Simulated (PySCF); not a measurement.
# C3H10Si (trimethylsilane): the cost of one run

The runs use PySCF 2.14.0, with density-fitted response routines of our own; the level of theory stands in each step. All values are computed, except where a source is named. Atoms count from 0, in the outputs and in this text.

### 1 Starting geometry

14 atoms, charge 0, multiplicity 1; geometry from: GFN2-xTB. The atoms were then displaced at random by about 0.01 Å, so the start is not that level's minimum.

Bonds of the start (Å): C0–Si1 1.89, Si1–C2 1.92, Si1–C3 1.93, C0–H4 1.12, C0–H5 1.08, C0–H6 1.09, Si1–H7 1.47, C2–H8 1.09, C2–H9 1.07, C2–H10 1.08, C3–H11 1.07, C3–H12 1.04, C3–H13 1.10.

### 2 Relaxing the molecule at PBE0-D3(BJ)/def2-SVP

The job: settings as JSON, then the geometry in Å.

```
{"job": {"xc": "PBE0", "basis": "def2-SVP", "d3": "d3bj", "grid": 1, "shake": 0.01, "kind": "geom"}, "charge": 0, "multiplicity": 1}
C      0.199130     1.691710    -0.507460
Si    -0.127270     0.120120     0.484870
C     -1.576590    -0.858850    -0.298010
C      1.488810    -0.938880     0.476190
H     -0.706670     2.343360    -0.529220
H      0.429010     1.504750    -1.547980
H      1.003410     2.296140    -0.089980
H     -0.449500     0.483910     1.872480
H     -1.753530    -1.765880     0.281820
H     -1.342870    -1.137780    -1.307170
H     -2.482980    -0.278810    -0.286380
H      1.751160    -1.219990    -0.522810
H      2.263530    -0.399680     0.914800
H      1.297190    -1.855200     1.051120
```

Command:

```
OMP_NUM_THREADS=1 python probes_run.py task.json out
```

One launch serves the whole session: the jobs run in the order shown.

**Question.** How long does this first job take on 1 thread of Arm Neoverse N1, shared host, and how much memory does it need?

About 73 s, with a peak of 0.47 GiB.
